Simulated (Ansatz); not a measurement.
**ZrH₂+ (doublet): the correlation ladder, def2-SVP**

Aim: climb from Hartree-Fock through coupled cluster for ZrH₂+ (doublet) at one geometry and basis, and see what each rung misses.

Program: Ansatz 0.2.0, Gaussian basis. Level of theory: def2-SVP, core rule «outside noble gas», up to 4 orbitals frozen. These are calculated values, not measurements.

The runs, in order: UHF; CCSD(T) on ROHF; CCSD(T) on UHF; CISD as a restricted active space (open shells left free, so some higher excitations enter); CCSDT(Q) on ROHF; CCSDT(Q) on UHF; CISDTQ; Full CI.

23 further runs of the same task are left out: 9 for a known fault of the program, 6 that didn't finish, 8 set aside as unsound or not needed. Runs told in other sessions of the task aren't counted.

### Step 1. The geometry

The geometry is a PBE0/def2-TZVP stationary point (not a proven minimum) of the parent state, kept for this charge and spin. No spin-orbit coupling is included. Elements past krypton take def2 core potentials.

3 atoms, charge 1, spin multiplicity 2.

Atoms are counted from 1 here; the program's logs count them from 0.

Bond lengths: Zr1–H2 1.963 Å, Zr1–H3 1.963 Å. Angles: H2–Zr1–H3 180.0°.

In the tables R marks a restricted open-shell determinant and U an unrestricted one; energies count from the table's Hartree-Fock row.

### Step 2. UHF

in.yaml reads:

```yaml
crystal:
  periodic: [false, false, false]
  atoms:
    - {symbol: Zr, position_ang: [0.000000, 0.000000, 0.000000]}
    - {symbol: H, position_ang: [0.000000, 0.000000, -1.963300]}
    - {symbol: H, position_ang: [0.000000, 0.000000, 1.963300]}
basis:
  gaussian: {orbitals: def2-SVP}
total_charge: 1
magnetization: {spin_polarized: true, initial_magnetization: 1}
hamiltonian: {xc: hf}
output: {orbitals: {seedname: orbitals}}
```

Launch:

```
ansatz run in.yaml --threads 1 --pin off --events-out ev --progress --plain --max-ram 2393MiB
```

Output:

```text
Functional definition: HF
  name "HF"
  cite "Fock, Z. Phys. 61, 126 (1930) doi:10.1007/BF01340294"
  parent pbe
  exchange = exact_x
  correlation = 0
436 factors; integrals over basis functions are off by at most 1.5e-3 eV
mean field evaluation 1: about -1284.9011 eV, gradient 1.2e1 eV
mean field evaluation 2: about -1284.9028 eV, gradient 1.2e1 eV
mean field evaluation 4: about -1286.4760 eV, gradient 1.2e0 eV
mean field evaluation 8: about -1286.5170 eV, gradient 5.0e-2 eV
mean field evaluation 16: about -1286.5171 eV, gradient 7.3e-5 eV
mean field evaluation 32: about -1286.5167 eV, gradient 1.1e-1 eV
mean field evaluation 64: about -1286.5171 eV, gradient 5.4e-2 eV
mean field evaluation 96: about -1286.4024 eV, gradient 6.0e-1 eV
mean field evaluation 128: about -1285.6759 eV, gradient 2.3e-1 eV
mean field evaluation 160: about -1282.2229 eV, gradient 1.2e1 eV
mean field evaluation 192: about -1286.5260 eV, gradient 5.7e-1 eV
mean field -1287.57304507 eV, -47.3174366581 hartree, gradient 1.2e-5 eV, S^2 0.752799; 6 other end points of the search recorded, 0 dependent functions left out
reference -1287.57304507 eV, -47.3174366581 hartree; 7, 6 occupied and 34, 35 virtual orbitals, 436 factors
Total energy: -1287.57304507 eV, -47.3174366581 hartree
```

Wall time 0.78 s (1 thread of Arm Neoverse V1, shared host).

From the report: ⟨S²⟩ of the determinant 0.753 (pure doublet: 0.75).

### Step 3. CCSD(T) on ROHF

Edit in.yaml of step 2 so:

```diff
@@ -9,4 +9,3 @@
 total_charge: 1
-magnetization: {spin_polarized: true, initial_magnetization: 1}
-hamiltonian: {xc: hf}
-output: {orbitals: {seedname: orbitals}}
+magnetization: {spin_polarized: false, initial_magnetization: 1}
+correlation: {method: ccsd_t, electrons: outside_noble_gas}
```

Launched as before.

Output, shortened:

```text
Functional definition: HF
  name "HF"
  cite "Fock, Z. Phys. 61, 126 (1930) doi:10.1007/BF01340294"
  parent pbe
[...]
436 factors; integrals over basis functions are off by at most 1.5e-3 eV
[...]
mean field -1287.51925772 eV, -47.3154600093 hartree, gradient 2.2e-6 eV, S^2 0.750000; 16 other end points of the search recorded, 0 dependent functions left out
[...]
determinant -1287.51925772 eV, -47.3154600093 hartree, with singles and doubles -1289.32029963 eV, -47.3816470787 hartree
determinant -1286.64260669 eV, -47.2832436782 hartree, with singles and doubles -1288.55494993 eV, -47.3535209959 hartree
determinant -1286.46942639 eV, -47.2768794196 hartree, with singles and doubles -1288.38447482 eV, -47.3472561511 hartree
determinant -1284.59793790 eV, -47.2081034862 hartree, with singles and doubles -1287.08058904 eV, -47.2993392327 hartree
determinant -1284.41198647 eV, -47.2012698971 hartree, with singles and doubles -1287.29498179 eV, -47.3072180210 hartree
4 core orbitals not correlated: weight in the atoms' cores, before any rotation towards them, 0.999 or more for the frozen orbitals, at most 0.000 for the correlated occupied ones
reference -1287.51925772 eV, -47.3154600093 hartree; 3, 2 occupied and 34, 35 virtual orbitals, 436 factors
second order -1.35046499 eV of doubles, -0.00090760 eV of singles
cycle   1  -1.78204084 eV  change   -8.5e-2 eV  update   1.6e-2
[...]
cycle  13  -1.79394388 eV  change    2.6e-7 eV  update   3.9e-6
perturbative correction -0.01891838 eV, -0.0006952376 hartree
Total energy: -1289.33211998 eV, -47.3820814686 hartree
```

It took 2.4 s on 1 thread of Arm Neoverse V1, shared host.

From the report: correlation -1.8129 eV; T1 0.014; largest double amplitude 0.06.

### Step 4. CCSD(T) on UHF

Edit in.yaml of step 3 so:

```diff
@@ -9,3 +9,3 @@
 total_charge: 1
-magnetization: {spin_polarized: false, initial_magnetization: 1}
+magnetization: {spin_polarized: true, initial_magnetization: 1}
 correlation: {method: ccsd_t, electrons: outside_noble_gas}
```

Launched as before.

Output, shortened:

```text
Functional definition: HF
  name "HF"
  cite "Fock, Z. Phys. 61, 126 (1930) doi:10.1007/BF01340294"
  parent pbe
[...]
436 factors; integrals over basis functions are off by at most 1.5e-3 eV
[...]
mean field -1287.57304507 eV, -47.3174366581 hartree, gradient 1.8e-6 eV, S^2 0.752799; 29 other end points of the search recorded, 0 dependent functions left out
determinant -1287.57304507 eV, -47.3174366581 hartree, with singles and doubles -1289.37415052 eV, -47.3836260623 hartree
determinant -1286.71374668 eV, -47.2858580246 hartree, with singles and doubles -1288.61221079 eV, -47.3556252939 hartree
determinant -1286.67483504 eV, -47.2844280481 hartree, with singles and doubles -1288.10753082 eV, -47.3370786470 hartree
determinant -1286.51711513 eV, -47.2786319484 hartree, with singles and doubles -1288.40946475 eV, -47.3481745143 hartree
[...]
determinant -1285.69695016 eV, -47.2484914416 hartree, with singles and doubles -1287.34741582 eV, -47.3091449358 hartree
determinant -1285.67860737 eV, -47.2478173567 hartree, with singles and doubles -1287.68054233 eV, -47.3213871095 hartree
determinant -1285.54651463 eV, -47.2429630380 hartree, with singles and doubles -1287.48709222 eV, -47.3142779491 hartree
determinant -1285.04294178 eV, -47.2244570770 hartree, with singles and doubles -1287.09270562 eV, -47.2997845087 hartree
4 core orbitals not correlated: weight in the atoms' cores, before any rotation towards them, 0.999 or more for the frozen orbitals, at most 0.000 for the correlated occupied ones
reference -1287.57304507 eV, -47.3174366581 hartree; 3, 2 occupied and 34, 35 virtual orbitals, 436 factors
second order -1.34825531 eV of doubles, -0.00000000 eV of singles
cycle   1  -1.78252296 eV  change   -7.1e-2 eV  update   1.4e-2
[...]
cycle  13  -1.78854994 eV  change    8.8e-7 eV  update   3.3e-6
perturbative correction -0.01877839 eV, -0.0006900931 hartree
Total energy: -1289.38037340 eV, -47.3838547491 hartree
```

It took 4.3 s on 1 thread of Arm Neoverse V1, shared host.

From the report: ⟨S²⟩ of the determinant 0.753 (pure doublet: 0.75); correlation -1.8073 eV; T1 0.012; largest double amplitude 0.06.

### Step 5. CISD as a restricted active space (open shells left free, so some higher excitations enter)

Edit in.yaml of step 4 so:

```diff
@@ -9,3 +9,3 @@
 total_charge: 1
-magnetization: {spin_polarized: true, initial_magnetization: 1}
-correlation: {method: ccsd_t, electrons: outside_noble_gas}
+magnetization: {spin_polarized: false, initial_magnetization: 1}
+correlation: {active_space: {ras: {orbitals: [2, 1, 34], electrons: 5, max_holes: 2, max_particles: 2}, fixed_orbitals: true}}
```

Same command.

Output:

```text
Functional definition: HF
  name "HF"
  cite "Fock, Z. Phys. 61, 126 (1930) doi:10.1007/BF01340294"
  parent pbe
  exchange = exact_x
  correlation = 0
436 factors; integrals over basis functions are off by at most 1.5e-3 eV
mean field evaluation 1: about -1284.9082 eV, gradient 1.5e1 eV
mean field evaluation 2: about -1284.9099 eV, gradient 1.5e1 eV
mean field evaluation 4: about -1286.4649 eV, gradient 7.2e-1 eV
mean field evaluation 8: about -1286.4694 eV, gradient 5.0e-3 eV
mean field evaluation 16: about -1287.5236 eV, gradient 1.2e-1 eV
mean field evaluation 32: about -1287.5193 eV, gradient 8.6e-7 eV
mean field evaluation 64: about -1287.5214 eV, gradient 2.4e-1 eV
mean field evaluation 96: about -1286.4751 eV, gradient 1.2e-2 eV
mean field -1287.51925772 eV, -47.3154600093 hartree, gradient 2.2e-6 eV, S^2 0.750000; 13 other end points of the search recorded, 0 dependent functions left out
reference -1287.51925772 eV, -47.3154600093 hartree; 7, 6 occupied and 34, 35 virtual orbitals, 436 factors
state -1289.27832682 eV, -47.3801046066 hartree
Total energy: -1289.27832682 eV, -47.3801046066 hartree
```

Run time: 1.5 s. Hardware: 1 thread of Arm Neoverse V1, shared host.

From the report: 2,014 determinants.

### Step 6. CCSDT(Q) on ROHF

Edit in.yaml of step 5 so:

```diff
@@ -10,2 +10,2 @@
 magnetization: {spin_polarized: false, initial_magnetization: 1}
-correlation: {active_space: {ras: {orbitals: [2, 1, 34], electrons: 5, max_holes: 2, max_particles: 2}, fixed_orbitals: true}}
+correlation: {method: ccsdt_q, electrons: outside_noble_gas}
```

Same command.

Output, shortened:

```text
Functional definition: HF
  name "HF"
  cite "Fock, Z. Phys. 61, 126 (1930) doi:10.1007/BF01340294"
  parent pbe
[...]
731 factors; integrals over basis functions are off by at most 2.6e-7 eV
[...]
mean field -1287.51925930 eV, -47.3154600674 hartree, gradient 1.2e-6 eV, S^2 0.750000; 15 other end points of the search recorded, 0 dependent functions left out
[...]
determinant -1287.51925930 eV, -47.3154600674 hartree, with singles and doubles -1289.32030311 eV, -47.3816472064 hartree
determinant -1286.64261050 eV, -47.2832438181 hartree, with singles and doubles -1288.55495271 eV, -47.3535210980 hartree
determinant -1286.46942365 eV, -47.2768793188 hartree, with singles and doubles -1288.38447546 eV, -47.3472561749 hartree
determinant -1284.59794225 eV, -47.2081036459 hartree, with singles and doubles -1287.08059952 eV, -47.2993396177 hartree
determinant -1284.41198487 eV, -47.2012698383 hartree, with singles and doubles -1287.29499438 eV, -47.3072184836 hartree
4 core orbitals not correlated: weight in the atoms' cores, before any rotation towards them, 0.999 or more for the frozen orbitals, at most 0.000 for the correlated occupied ones
reference -1287.51925930 eV, -47.3154600674 hartree; 3, 2 occupied and 34, 35 virtual orbitals, 731 factors
second order -1.35047155 eV of doubles, -0.00090759 eV of singles
cycle   1  -1.65100703 eV  change   -3.0e-1 eV  update   4.7e-2
[...]
cycle  19  -1.82202737 eV  change    2.2e-7 eV  update   2.4e-7
perturbative correction -0.00036070 eV, -0.0000132554 hartree
Total energy: -1289.34164736 eV, -47.3824315935 hartree
```

Wall time 13 s (1 thread of Arm Neoverse V1, shared host).

From the report: correlation -1.8224 eV; T1 0.014; largest double amplitude 0.06.

### Step 7. CCSDT(Q) on UHF

Edit in.yaml of step 6 so:

```diff
@@ -9,3 +9,3 @@
 total_charge: 1
-magnetization: {spin_polarized: false, initial_magnetization: 1}
+magnetization: {spin_polarized: true, initial_magnetization: 1}
 correlation: {method: ccsdt_q, electrons: outside_noble_gas}
```

Same command.

Output, shortened:

```text
Functional definition: HF
  name "HF"
  cite "Fock, Z. Phys. 61, 126 (1930) doi:10.1007/BF01340294"
  parent pbe
[...]
731 factors; integrals over basis functions are off by at most 2.6e-7 eV
[...]
mean field -1287.57304668 eV, -47.3174367170 hartree, gradient 1.3e-6 eV, S^2 0.752799; 28 other end points of the search recorded, 0 dependent functions left out
determinant -1287.57304668 eV, -47.3174367170 hartree, with singles and doubles -1289.37415360 eV, -47.3836261757 hartree
determinant -1286.71375050 eV, -47.2858581648 hartree, with singles and doubles -1288.61221361 eV, -47.3556253975 hartree
determinant -1286.67483896 eV, -47.2844281924 hartree, with singles and doubles -1288.10753643 eV, -47.3370788530 hartree
determinant -1286.51711267 eV, -47.2786318580 hartree, with singles and doubles -1288.40946490 eV, -47.3481745196 hartree
[...]
determinant -1285.69696093 eV, -47.2484918377 hartree, with singles and doubles -1287.34742564 eV, -47.3091452970 hartree
determinant -1285.67860939 eV, -47.2478174307 hartree, with singles and doubles -1287.68054613 eV, -47.3213872490 hartree
determinant -1285.54652428 eV, -47.2429633926 hartree, with singles and doubles -1287.48709946 eV, -47.3142782149 hartree
determinant -1285.04294728 eV, -47.2244572791 hartree, with singles and doubles -1287.09271532 eV, -47.2997848654 hartree
4 core orbitals not correlated: weight in the atoms' cores, before any rotation towards them, 0.999 or more for the frozen orbitals, at most 0.000 for the correlated occupied ones
reference -1287.57304668 eV, -47.3174367170 hartree; 3, 2 occupied and 34, 35 virtual orbitals, 731 factors
second order -1.34826187 eV of doubles, -0.00000000 eV of singles
cycle   1  -1.64692175 eV  change   -3.0e-1 eV  update   4.7e-2
[...]
cycle  19  -1.81635511 eV  change    1.5e-7 eV  update   2.1e-7
perturbative correction -0.00035544 eV, -0.0000130620 hartree
Total energy: -1289.38975722 eV, -47.3841995982 hartree
```

It took 15 s on 1 thread of Arm Neoverse V1, shared host.

From the report: ⟨S²⟩ of the determinant 0.753 (pure doublet: 0.75); correlation -1.8167 eV; T1 0.013; largest double amplitude 0.06.

### Step 8. CISDTQ

Edit in.yaml of step 7 so:

```diff
@@ -9,3 +9,3 @@
 total_charge: 1
-magnetization: {spin_polarized: true, initial_magnetization: 1}
-correlation: {method: ccsdt_q, electrons: outside_noble_gas}
+magnetization: {spin_polarized: false, initial_magnetization: 1}
+correlation: {active_space: {ras: {orbitals: [2, 1, 34], electrons: 5, max_holes: 4, max_particles: 4}, fixed_orbitals: true}}
```

The command is unchanged.

Output:

```text
Functional definition: HF
  name "HF"
  cite "Fock, Z. Phys. 61, 126 (1930) doi:10.1007/BF01340294"
  parent pbe
  exchange = exact_x
  correlation = 0
436 factors; integrals over basis functions are off by at most 1.5e-3 eV
mean field evaluation 1: about -1284.9082 eV, gradient 1.5e1 eV
mean field evaluation 2: about -1284.9099 eV, gradient 1.5e1 eV
mean field evaluation 4: about -1286.4649 eV, gradient 7.2e-1 eV
mean field evaluation 8: about -1286.4694 eV, gradient 5.0e-3 eV
mean field evaluation 16: about -1287.5236 eV, gradient 1.2e-1 eV
mean field evaluation 32: about -1287.5193 eV, gradient 8.6e-7 eV
mean field evaluation 64: about -1287.5214 eV, gradient 2.4e-1 eV
mean field evaluation 96: about -1286.4751 eV, gradient 1.2e-2 eV
mean field -1287.51925772 eV, -47.3154600093 hartree, gradient 2.2e-6 eV, S^2 0.750000; 13 other end points of the search recorded, 0 dependent functions left out
reference -1287.51925772 eV, -47.3154600093 hartree; 7, 6 occupied and 34, 35 virtual orbitals, 436 factors
state -1289.34144238 eV, -47.3824240605 hartree
Total energy: -1289.34144238 eV, -47.3824240605 hartree
```

Wall time 13 s (1 thread of Arm Neoverse V1, shared host).

From the report: 232,892 determinants.

### Step 9. Full CI

Edit in.yaml of step 8 so:

```diff
@@ -10,2 +10,2 @@
 magnetization: {spin_polarized: false, initial_magnetization: 1}
-correlation: {active_space: {ras: {orbitals: [2, 1, 34], electrons: 5, max_holes: 4, max_particles: 4}, fixed_orbitals: true}}
+correlation: {method: fci, electrons: outside_noble_gas}
```

Launched as before.

Output, shortened:

```text
Functional definition: HF
  name "HF"
  cite "Fock, Z. Phys. 61, 126 (1930) doi:10.1007/BF01340294"
  parent pbe
[...]
731 factors; integrals over basis functions are off by at most 2.6e-7 eV
[...]
mean field -1287.51925930 eV, -47.3154600674 hartree, gradient 1.2e-6 eV, S^2 0.750000; 12 other end points of the search recorded, 0 dependent functions left out
[...]
determinant -1287.51925930 eV, -47.3154600674 hartree, with singles and doubles -1289.31850051 eV, -47.3815809622 hartree
determinant -1286.64261050 eV, -47.2832438181 hartree, with singles and doubles -1288.55720328 eV, -47.3536038051 hartree
4 core orbitals not correlated: weight in the atoms' cores, before any rotation towards them, 0.999 or more for the frozen orbitals, at most 0.000 for the correlated occupied ones
reference -1287.51925930 eV, -47.3154600674 hartree; 3, 2 occupied and 34, 35 virtual orbitals, 731 factors
state -1289.34197353 eV, -47.3824435799 hartree
Total energy: -1289.34197353 eV, -47.3824435799 hartree
```

It took 23 s on 1 thread of Arm Neoverse V1, shared host.

From the report: 653,820 determinants, symmetry Ag.

### Step 10. Natural occupations

Natural occupations of the FCI state about the gap (report; correlated orbitals 1 to 10): 1.955, 1.951, 0.990, 0.035, 0.014, 0.009, 0.009, 0.008, 0.006, 0.005. The count of effectively unpaired electrons, Σ n²(2 − n)², is 1.02; a single determinant of this spin has 1.

### Step 11. All levels against the top one

The yardstick is full CI for this spin, exact in this basis with these frozen cores. Rows without a time are mean-field rows or come out of runs for another level: lower rungs of the coupled-cluster runs, or the Hartree-Fock search.

Differences are taken before rounding.

| method | energy from the lowest ROHF (meV) | from FCI (meV) | time |
| --- | --- | --- | --- |
| ROHF | 0.0 | +1822.7 |  |
| UHF | -53.8 | +1768.9 |  |
| RMP2 | -1351.4 | +471.3 |  |
| UMP2 | -1402.0 | +420.7 |  |
| CISD | -1759.1 | +63.6 | 1.5 s |
| RCCSD | -1793.9 | +28.8 |  |
| UCCSD | -1842.3 | -19.6 |  |
| RCCSD(T) | -1812.9 | +9.9 | 2.4 s |
| UCCSD(T) | -1861.1 | -38.4 | 4.3 s |
| RCCSDT | -1822.0 | +0.7 |  |
| UCCSDT | -1870.1 | -47.4 |  |
| CISDTQ | -1822.2 | +0.5 | 13 s |
| RCCSDT(Q) | -1822.4 | +0.3 | 13 s |
| UCCSDT(Q) | -1870.5 | -47.8 | 15 s |
| FCI | -1822.7 | 0 | 23 s |

Among the levels timed on like hardware and quicker than the yardstick, those that no quicker one beats, quickest first: CISD (1.5 s, +63.6 meV); RCCSD(T) (2.4 s, +9.9 meV); RCCSDT(Q) (13 s, +0.3 meV).

### Step 12. Outcome

| quantity | value |
| --- | --- |
| FCI from the ROHF energy | -1.8227 eV |
| RMP2 from FCI | +471.3 meV |
| UMP2 from FCI | +420.7 meV |
| RCCSD from FCI | +28.8 meV |
| RCCSD(T) from FCI | +9.9 meV |
| UCCSD(T) from FCI | -38.4 meV |
| RCCSDT(Q) from FCI | +0.3 meV |
| UCCSDT(Q) from FCI | -47.8 meV |
| levels within 1 kcal/mol (43 meV) | RCCSD, UCCSD, RCCSD(T), UCCSD(T), RCCSDT, CISDTQ, RCCSDT(Q) |
| T1 diagnostic | 0.014 |
| effectively unpaired electrons | 1.02 |

What this shows: RCCSD(T) lands +9.9 meV from the yardstick (0.5 % of the correlation energy). CCSD(T) misses by +9.9 meV on the restricted determinant and by -38.4 meV on the unrestricted one; the two need not hold the same state or core. UCCSD, UCCSD(T), UCCSDT, UCCSDT(Q) fall below full CI: unrestricted runs freeze a spin-polarised core, another one than full CI's, and coupled cluster isn't variational. One determinant dominates. These misses are within one basis, not against nature; the frozen cores of restricted and unrestricted runs differ, which can shift their rows.

Levels on UHF freeze UHF's core orbitals, full CI those of ROHF, so the U rows can settle a little off it for that reason alone.

With open shells the CI space here admits some higher excitations, so it is larger than plain CISD.

For cost: RCCSDT(Q) gets within 0.3 meV in 13 s, where FCI took 23 s; the quickest level in the cost chart, CISD, takes 1.5 s and misses by 63.6 meV.
